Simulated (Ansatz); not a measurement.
# NH2Br (triplet): the correlation ladder at distance Br1–H2 along a hydrogen transfer = 1.421 Å, cc-pVDZ

Aim: climb from Hartree-Fock through coupled cluster and multireference methods for NH2Br (triplet) at one geometry and basis, and see what each rung misses.

Program: Ansatz 0.2.0, Gaussian basis. Level of theory: cc-pVDZ, core rule «outside noble gas», up to 15 orbitals frozen. These are calculated values, not measurements.

To be run: UHF; CCSD(T) on ROHF; CCSD(T) on UHF; BCCD(T) on ROHF; CISD; CCSDT(Q) on ROHF; CCSDT(Q) on UHF; CASSCF and MRCISD+Q, 4 electrons in 4 orbitals; CASSCF and NEVPT2, 4 electrons in 4 orbitals; CASSCF and MRCISD+Q, 14 electrons in 10 orbitals; CASSCF and NEVPT2, 14 electrons in 10 orbitals.

7 further runs of the same task are left out: 7 that didn't finish.

### 1 The system

The geometry derives from fragments relaxed apart (PBE0/def2-TZVP) and kept rigid, so it is no stationary point. A hydrogen atom is moved between rigid fragments. No spin-orbit coupling is included. The filled d shell of Br may be among the frozen orbitals whatever the setting's name suggests; the logs give the count.

4 atoms, charge 0, spin multiplicity 3.

Atoms are counted from 1 here; the program's logs count them from 0.

Bond lengths: Br1–H2 1.421 Å, N3–H4 1.040 Å.

### 2 UHF

in.yaml

```yaml
crystal:
  periodic: [false, false, false]
  atoms:
    - {symbol: Br, position_ang: [-1.844420, 0.251057, 0.000000]}
    - {symbol: H, position_ang: [-0.423820, 0.251057, 0.000000]}
    - {symbol: N, position_ang: [0.999580, 0.251057, 0.000000]}
    - {symbol: H, position_ang: [1.268661, -0.753170, 0.000000]}
basis:
  gaussian: {orbitals: cc-pVDZ}
magnetization: {spin_polarized: true, initial_magnetization: 2}
hamiltonian: {xc: hf}
output: {orbitals: {seedname: orbitals}}
```

On the command line:

```console
$ ansatz run in.yaml --threads 1 --pin off --events-out ev --progress --plain --max-ram 2393MiB
```

The runs that follow: CCSD(T) on ROHF; CCSD(T) on UHF; BCCD(T) on ROHF; CISD; CCSDT(Q) on ROHF; CCSDT(Q) on UHF; CASSCF and MRCISD+Q, 4 electrons in 4 orbitals; CASSCF and NEVPT2, 4 electrons in 4 orbitals; CASSCF and MRCISD+Q, 14 electrons in 10 orbitals; CASSCF and NEVPT2, 14 electrons in 10 orbitals.

Before running them: what should the planned runs give, taken together? Wanted: UCCSDT(Q) below the RHF energy; RMP2 from UCCSDT(Q); UMP2 from UCCSDT(Q); RCCSD from UCCSDT(Q); RCCSD(T) from UCCSDT(Q); UCCSD(T) from UCCSDT(Q); RCCSDT(Q) from UCCSDT(Q); NEVPT2 pair from UCCSDT(Q); MRCISD+Q pair from UCCSDT(Q).

The runs gave:

| quantity | value |
| --- | --- |
| UCCSDT(Q) below the RHF energy | -7.8687 eV |
| RMP2 from UCCSDT(Q) | +24.86 kcal/mol |
| UMP2 from UCCSDT(Q) | +24.69 kcal/mol |
| RCCSD from UCCSDT(Q) | +3.93 kcal/mol |
| RCCSD(T) from UCCSDT(Q) | +0.73 kcal/mol |
| UCCSD(T) from UCCSDT(Q) | +0.69 kcal/mol |
| RCCSDT(Q) from UCCSDT(Q) | +0.04 kcal/mol |
| NEVPT2 pair from UCCSDT(Q) | +23.86 kcal/mol |
| MRCISD+Q pair from UCCSDT(Q) | +1.28 kcal/mol |
| NEVPT2 valence from UCCSDT(Q) | +30.07 kcal/mol |
| levels within 1 kcal/mol (43 meV) | RCCSD(T), UCCSD(T), BCCD(T), RCCSDT, UCCSDT, RCCSDT(Q), MRCISD+Q valence |
| T1 diagnostic | 0.023 |
| effectively unpaired electrons | 2.01 |

**Reading.** RCCSD(T) lands +0.73 kcal/mol from the yardstick (0.4 % of the correlation energy). One determinant dominates. Of the multireference levels listed MRCISD+Q valence comes nearest in total energy (+0.64 kcal/mol), which doesn't show that its space is the better one. These misses are within one basis, not against nature; the frozen cores of restricted and unrestricted runs differ, which can shift their rows.
